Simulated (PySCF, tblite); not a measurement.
# C5H4F2: dynamics, then NMR shifts and electronic excitations on frames, part 2 of 2

tblite 0.8.0 and PySCF 2.14.0. Atoms count from 0.

**9. Nuclear shieldings: 800 fs, PBE0/pcSseg-1**

Job settings and geometry (Å):

```
{"job": {"kind": "nmr", "xc": "PBE0", "basis": "pcSseg-1", "pop": false}, "charge": 0, "multiplicity": 1}
C     -1.947400    -1.505600     0.279400
C     -0.903700    -1.105800    -0.406300
C     -0.194000    -0.644600    -1.554300
C      0.461300    -0.513000    -0.367000
C      1.509500    -0.093900     0.612200
F      2.736000     0.085000    -0.099400
F      1.743100    -1.034600     1.550700
H     -2.014600    -1.422300     1.367200
H     -2.844700    -1.867700    -0.193900
H     -0.280600    -0.578000    -2.655800
H      1.362300     0.910700     1.072700
```

Method: GIAO PBE0/pcSseg-1 NMR shielding, non-relativistic, gas phase.

What it wrote:

```text
coarse grid: 10088 points
cycle   1  E = -391.8411890761  dE =  1.113e+00  |g| = 7.985e-01  |ddm| = 3.113e+00
cycle   2  E = -391.6411890054  dE =  2.000e-01  |g| = 1.321e+00  |ddm| = 1.547e+00
cycle   3  E = -391.9623300723  dE = -3.211e-01  |g| = 1.603e-01  |ddm| = 1.055e+00
cycle   4  E = -391.9674446469  dE = -5.115e-03  |g| = 7.647e-02  |ddm| = 2.107e-01
cycle   5  E = -391.9688206721  dE = -1.376e-03  |g| = 1.903e-02  |ddm| = 7.817e-02
cycle   6  E = -391.9689042234  dE = -8.355e-05  |g| = 4.200e-03  |ddm| = 2.319e-02
cycle   7  E = -391.9689081325  dE = -3.909e-06  |g| = 1.753e-03  |ddm| = 5.002e-03
final grid: 100736 points
cycle   8  E = -392.0240318032  dE = -2.829e-05  |g| = 6.647e-03  |ddm| = 3.188e-02
cycle   9  E = -392.0240239512  dE =  7.852e-06  |g| = 9.325e-03  |ddm| = 1.574e-02
cycle  10  E = -392.0240424042  dE = -1.845e-05  |g| = 1.187e-03  |ddm| = 8.689e-03
cycle  11  E = -392.0240426876  dE = -2.834e-07  |g| = 2.481e-04  |ddm| = 1.044e-03
cycle  12  E = -392.0240426987  dE = -1.110e-08  |g| = 1.437e-04  |ddm| = 3.296e-04
cycle  13  E = -392.0240427034  dE = -4.760e-09  |g| = 3.234e-05  |ddm| = 1.506e-04
cycle  14  E = -392.0240427036  dE = -1.917e-10  |g| = 1.554e-05  |ddm| = 4.084e-05
converged SCF energy = -392.0240427036

GIAO shielding tensors (ppm)
atom      isotropic    diamagn.    paramagn.     s11        s22        s33       span
  0 C      118.798     256.249    -137.451     50.863    126.832    178.699    127.837
  1 C       60.083     259.413    -199.331    -54.375     33.709    200.914    255.289
  2 C       44.577     253.060    -208.483    -44.964      7.549    171.147    216.111
  3 C       31.672     254.849    -223.177    -59.059    -16.015    170.090    229.149
  4 C       60.588     238.053    -177.465     36.053     59.848     85.864     49.811
  5 F      283.048     469.935    -186.887    137.271    334.630    377.242    239.972
  6 F      298.932     468.840    -169.908    188.314    314.791    393.689    205.375
  7 H       27.275      31.269      -3.994     24.012     27.000     30.813      6.800
  8 H       27.639      28.257      -0.617     24.798     26.586     31.534      6.735
  9 H       22.879      31.019      -8.141     22.198     22.833     23.606      1.408
 10 H       23.923      27.176      -3.253     21.027     23.793     26.950      5.924
```

Wall time 8.7 s (1 thread of Arm Neoverse V2, shared host); peak memory 0.72 GiB.

Key values: δ C3 155.3, C2 142.3, C1 126.8, C4 126.3, H9 8.84, H10 7.79 ppm.

**10. Excited states and response: 800 fs, PBE0/def2-SVPD**

Settings changed since step 9:

```diff
@@ -1,2 +1,2 @@
-{"job": {"kind": "nmr", "xc": "PBE0", "basis": "pcSseg-1", "pop": false}, "charge": 0, "multiplicity": 1}
+{"job": {"kind": "uv", "xc": "PBE0", "basis": "def2-SVPD", "nstates": 5, "ntriplets": 0}, "charge": 0, "multiplicity": 1}
 C     -1.947400    -1.505600     0.279400
```

With the program's defaults for keys left out, this is: TDDFT PBE0/def2-SVPD, vertical, gas phase, core orbitals frozen in the response.

What it wrote:

```text
coarse grid: 10088 points
cycle   1  E = -391.6193912904  dE =  1.053e+00  |g| = 7.482e-01  |ddm| = 5.131e+00
cycle   2  E = -391.4290870087  dE =  1.903e-01  |g| = 1.242e+00  |ddm| = 2.463e+00
cycle   3  E = -391.7328209332  dE = -3.037e-01  |g| = 1.544e-01  |ddm| = 1.604e+00
cycle   4  E = -391.7376903183  dE = -4.869e-03  |g| = 7.139e-02  |ddm| = 2.923e-01
cycle   5  E = -391.7389023485  dE = -1.212e-03  |g| = 1.909e-02  |ddm| = 1.133e-01
cycle   6  E = -391.7389878750  dE = -8.553e-05  |g| = 3.930e-03  |ddm| = 3.388e-02
cycle   7  E = -391.7389914488  dE = -3.574e-06  |g| = 1.655e-03  |ddm| = 7.083e-03
final grid: 100736 points
cycle   8  E = -391.7945935636  dE = -2.076e-05  |g| = 6.896e-03  |ddm| = 7.378e-02
cycle   9  E = -391.7945843433  dE =  9.220e-06  |g| = 9.828e-03  |ddm| = 2.281e-02
cycle  10  E = -391.7946047932  dE = -2.045e-05  |g| = 1.152e-03  |ddm| = 1.176e-02
cycle  11  E = -391.7946050755  dE = -2.823e-07  |g| = 2.150e-04  |ddm| = 1.591e-03
cycle  12  E = -391.7946050829  dE = -7.399e-09  |g| = 1.349e-04  |ddm| = 4.853e-04
cycle  13  E = -391.7946050873  dE = -4.395e-09  |g| = 3.153e-05  |ddm| = 2.139e-04
cycle  14  E = -391.7946050875  dE = -1.844e-10  |g| = 1.587e-05  |ddm| = 6.112e-05
converged SCF energy = -391.7946050875

Static polarisability (au): isotropic 62.678, principal 42.182 63.258 82.595

Singlet excitations
state   eV       nm        f      main configurations
  1   3.7209    333.2   0.02754   H->L 0.98
  2   5.3814    230.4   0.00110   H-1->L 0.98
  3   5.9564    208.2   0.00431   H->L+1 0.95
  4   6.1357    202.1   0.00654   H->L+2 0.91
  5   6.7416    183.9   0.08526   H->L+3 0.46, H->L+4 0.41
```

Run time: 14 s. Hardware: 1 thread of Arm Neoverse V2, shared host; peak memory 0.76 GiB.

Key values: HOMO -6.48 eV, LUMO -1.65 eV; lowest singlet 3.72 eV.

**11. Shielding tensors: 1000 fs, PBE0/pcSseg-1**

Job settings and geometry (Å):

```
{"job": {"kind": "nmr", "xc": "PBE0", "basis": "pcSseg-1", "pop": false}, "charge": 0, "multiplicity": 1}
C     -2.286900    -1.148300     0.202400
C     -1.149800    -0.831000    -0.387900
C     -0.218200    -1.148900    -1.467400
C      0.243700    -0.492500    -0.414400
C      1.471100     0.124800     0.083500
F      2.429800     0.125700    -0.955500
F      2.158300    -0.536700     1.050700
H     -2.424500    -0.829300     1.214500
H     -3.128200    -1.605100    -0.366100
H      0.019900    -1.593400    -2.394600
H      1.297400     1.136500     0.475000
```

Level: GIAO PBE0/pcSseg-1 NMR shielding, non-relativistic, gas phase.

What it wrote:

```text
coarse grid: 10088 points
cycle   1  E = -391.8565825911  dE =  1.223e+00  |g| = 7.674e-01  |ddm| = 3.154e+00
cycle   2  E = -391.7036000713  dE =  1.530e-01  |g| = 1.219e+00  |ddm| = 1.402e+00
cycle   3  E = -391.9662862291  dE = -2.627e-01  |g| = 1.226e-01  |ddm| = 9.411e-01
cycle   4  E = -391.9689999924  dE = -2.714e-03  |g| = 6.607e-02  |ddm| = 1.650e-01
cycle   5  E = -391.9700029960  dE = -1.003e-03  |g| = 1.629e-02  |ddm| = 6.409e-02
cycle   6  E = -391.9700631302  dE = -6.013e-05  |g| = 2.988e-03  |ddm| = 1.895e-02
cycle   7  E = -391.9700649806  dE = -1.850e-06  |g| = 1.474e-03  |ddm| = 4.510e-03
final grid: 100736 points
cycle   8  E = -392.0258432450  dE = -3.194e-05  |g| = 7.181e-03  |ddm| = 3.003e-02
cycle   9  E = -392.0258347854  dE =  8.460e-06  |g| = 9.998e-03  |ddm| = 1.707e-02
cycle  10  E = -392.0258550284  dE = -2.024e-05  |g| = 1.243e-03  |ddm| = 9.451e-03
cycle  11  E = -392.0258553481  dE = -3.197e-07  |g| = 3.165e-04  |ddm| = 1.173e-03
cycle  12  E = -392.0258553692  dE = -2.112e-08  |g| = 1.461e-04  |ddm| = 4.144e-04
cycle  13  E = -392.0258553740  dE = -4.794e-09  |g| = 2.984e-05  |ddm| = 1.441e-04
cycle  14  E = -392.0258553742  dE = -1.647e-10  |g| = 1.410e-05  |ddm| = 3.741e-05
converged SCF energy = -392.0258553742

GIAO shielding tensors (ppm)
atom      isotropic    diamagn.    paramagn.     s11        s22        s33       span
  0 C      112.562     257.110    -144.549     35.420    127.742    174.524    139.104
  1 C       59.698     253.521    -193.823    -57.179     46.341    189.933    247.112
  2 C       30.800     256.715    -225.915    -90.879    -13.347    196.626    287.504
  3 C       42.222     250.813    -208.591    -78.426     40.666    164.425    242.851
  4 C       66.908     236.947    -170.039     48.972     54.192     97.559     48.587
  5 F      278.573     471.537    -192.964    129.984    340.278    365.456    235.472
  6 F      292.008     468.841    -176.833    177.148    319.122    379.755    202.607
  7 H       27.419      31.995      -4.576     24.554     26.230     31.473      6.920
  8 H       26.438      26.745      -0.307     23.792     25.677     29.843      6.051
  9 H       22.836      33.394     -10.558     18.473     24.743     25.292      6.819
 10 H       24.702      27.394      -2.692     22.846     23.174     28.087      5.240
```

Wall time 8.5 s (1 thread of Arm Neoverse V2, shared host); peak memory 0.72 GiB.

This run: δ C2 156.1, C3 144.7, C1 127.2, C4 120.0, H9 8.88, H10 7.01 ppm.

**12. Ultraviolet spectrum: 1000 fs, PBE0/def2-SVPD**

Settings changed since step 11:

```diff
@@ -1,2 +1,2 @@
-{"job": {"kind": "nmr", "xc": "PBE0", "basis": "pcSseg-1", "pop": false}, "charge": 0, "multiplicity": 1}
+{"job": {"kind": "uv", "xc": "PBE0", "basis": "def2-SVPD", "nstates": 5, "ntriplets": 0}, "charge": 0, "multiplicity": 1}
 C     -2.286900    -1.148300     0.202400
```

Level: TDDFT PBE0/def2-SVPD, vertical, gas phase, core orbitals frozen in the response.

What it wrote:

```text
coarse grid: 10088 points
cycle   1  E = -391.6333659166  dE =  1.163e+00  |g| = 7.170e-01  |ddm| = 5.529e+00
cycle   2  E = -391.4876017012  dE =  1.458e-01  |g| = 1.143e+00  |ddm| = 2.606e+00
cycle   3  E = -391.7358387897  dE = -2.482e-01  |g| = 1.181e-01  |ddm| = 1.654e+00
cycle   4  E = -391.7384386746  dE = -2.600e-03  |g| = 6.098e-02  |ddm| = 3.185e-01
cycle   5  E = -391.7393028162  dE = -8.641e-04  |g| = 1.624e-02  |ddm| = 1.235e-01
cycle   6  E = -391.7393639827  dE = -6.117e-05  |g| = 2.879e-03  |ddm| = 3.246e-02
cycle   7  E = -391.7393658265  dE = -1.844e-06  |g| = 1.354e-03  |ddm| = 6.798e-03
final grid: 100736 points
cycle   8  E = -391.7957133644  dE = -2.382e-05  |g| = 7.359e-03  |ddm| = 8.381e-02
cycle   9  E = -391.7957038224  dE =  9.542e-06  |g| = 1.033e-02  |ddm| = 2.805e-02
cycle  10  E = -391.7957256462  dE = -2.182e-05  |g| = 1.179e-03  |ddm| = 1.349e-02
cycle  11  E = -391.7957259494  dE = -3.032e-07  |g| = 2.733e-04  |ddm| = 2.321e-03
cycle  12  E = -391.7957259649  dE = -1.548e-08  |g| = 1.329e-04  |ddm| = 6.866e-04
cycle  13  E = -391.7957259692  dE = -4.257e-09  |g| = 2.627e-05  |ddm| = 2.536e-04
cycle  14  E = -391.7957259693  dE = -1.163e-10  |g| = 1.453e-05  |ddm| = 6.955e-05
converged SCF energy = -391.7957259693

Static polarisability (au): isotropic 61.402, principal 42.120 58.170 83.916

Singlet excitations
state   eV       nm        f      main configurations
  1   3.9800    311.5   0.02509   H->L 0.98
  2   5.9580    208.1   0.02277   H-1->L 0.72, H->L+1 0.22
  3   6.0457    205.1   0.02829   H->L+1 0.57, H-1->L 0.25
  4   6.4502    192.2   0.03581   H->L+2 0.68, H->L+3 0.20
  5   6.8329    181.5   0.17650   H->L+3 0.58, H->L+5 0.19, H->L+1 0.11
```

Run time: 14 s. Hardware: 1 thread of Arm Neoverse V2, shared host; peak memory 0.76 GiB.

Key values: HOMO -6.61 eV, LUMO -1.50 eV; lowest singlet 3.98 eV.

**13. Comparing the runs: NMR shifts**

Shifts (ppm) of some atoms, chosen among heavy atoms and hydrogens apart, with basis size and wall time:

```csv
frame,C3,C2,C0,H10,H8,F5,F6,functions,time
250 fs,159.2,145.3,67.2,7.15,3.83,-109.4,-120.3,139,8.6 s
425 fs,146.5,144.6,68.3,6.49,4.36,-95.9,-146.8,139,8 s
625 fs,148.4,147.4,64.5,6.65,3.82,-106.9,-118.2,139,8.4 s
800 fs,155.3,142.3,68.1,7.79,4.08,-112.1,-128.0,139,8.7 s
1000 fs,144.7,156.1,74.4,7.01,5.28,-107.6,-121.1,139,8.5 s
```

**14. Comparing the runs: electronic excitations**

Excitations and ground-state properties, with basis size and wall time:

```csv
frame,lowest singlet (eV),brightest (eV),f,gap (eV),α (Å³),μ (D),functions,time
250 fs,3.87,6.85,0.060,4.99,9.14,2.46,178,14 s
425 fs,3.93,6.93,0.068,5.05,9.02,2.73,178,13 s
625 fs,3.71,6.65,0.132,4.85,9.03,3.19,178,14 s
800 fs,3.72,6.74,0.085,4.83,9.29,2.15,178,14 s
1000 fs,3.98,6.83,0.176,5.11,9.10,1.45,178,14 s
```

**15. Summary of results**

This closing draws on all 2 parts.

```
                                        quantity                                 value
                                      thermostat                                 300 K
                   mean temperature, second half                                 322 K
         mean potential energy above the minimum                               0.35 eV
  ¹³C shifts against TMS (PBE0/pcSseg-1, 250 fs)  159.2, 145.3, 128.7, 126.9, 67.2 ppm
   ¹H shifts against TMS (PBE0/pcSseg-1, 250 fs)            8.75, 7.15, 4.23, 3.83 ppm
¹⁹F shifts against CFCl3 (PBE0/pcSseg-1, 250 fs)                    -109.4, -120.3 ppm
         lowest singlet (PBE0/def2-SVPD, 250 fs)           3.87 eV (320 nm), f = 0.024
        brightest single state of those computed           state 5, 6.85 eV, f = 0.060
                        range of the shift of F6                  -146.8 to -118.2 ppm
                     range of the lowest singlet                       3.71 to 3.98 eV
```

In the second half the potential energy averages 0.35 eV above the minimum; equipartition over 27 harmonic modes at 300 K would give 0.35 eV. With 11 atoms the temperature swings widely (132 to 501 K). Shifts at one fixed geometry are not the observed spectrum, which averages over the motion. In the first frame run (250 fs): The lowest singlet, at 3.87 eV, is HOMO→LUMO 0.99 and is weak; of the 5 states computed, the strongest absorption comes from state 5 at 6.85 eV (the last computed, so partners may be missing). States above −ε(HOMO) lie where TDDFT describes them poorly and they hang on the basis; the brightest is among them. In ppm, F6 moves most: its shift spreads over 28.6 ppm, from -146.8 (425 fs) to -118.2 (625 fs). The lowest singlet runs from 3.71 eV (625 fs) to 3.98 eV (1000 fs), while the orbital gap spans 4.83 to 5.11 eV. The lowest state need not be the same one in every run.
